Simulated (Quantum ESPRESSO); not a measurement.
## Sb in Quantum ESPRESSO: the effect of smearing width

The system is Sb, a sheet with vacuum.

```xyz
2
Lattice="3.1333 0.0000 0.0000 0.0000 3.1333 0.0000 0.0000 0.0000 31.3600" Properties=species:S:1:pos:R:3 pbc="T T T"
Sb    0.0000    0.0000    7.5894
Sb    0.0000    0.0000   10.4106
```

The cell was built by a generator and needn't be a form met in nature.

Alike in all runs:

```yaml
Program: Quantum ESPRESSO 7.5
Task: work function
Functional: PBE
Potentials_or_basis: PseudoDojo 0.4.1 SR PBE standard
Cutoff: 1088 eV
Density_cutoff: 4354 eV
k_mesh: 9 × 9 × 1
Spin: no spin polarisation
```

| smearing width | occupations | largest force (eV/Å) | work function (eV) |
| --- | --- | --- | --- |
| 0.01 | gaussian, width 0.01 eV | 0.11 | 3.68 |
| 0.025 | gaussian, width 0.025 eV | 0.12 | 3.68 |
| 0.05 | gaussian, width 0.05 eV | 0.12 | 3.69 |
| 0.1 | gaussian, width 0.1 eV | ? | ? |
| 0.2 | gaussian, width 0.2 eV | 0.03 | 3.74 |

Task: What does the run with smearing width 0.1 give?

Result: Largest force 0.06 eV/Å; work function 3.70 eV.

Worked out: A parabola through the other rows of the largest force, of slope -0.386 eV/Å per unit of smearing width there, gives 0.11 eV/Å, against the run's 0.06. A straight line through the other rows of the work function, of slope 0.328 eV per unit of smearing width, gives 3.71 eV, against the run's 3.70.
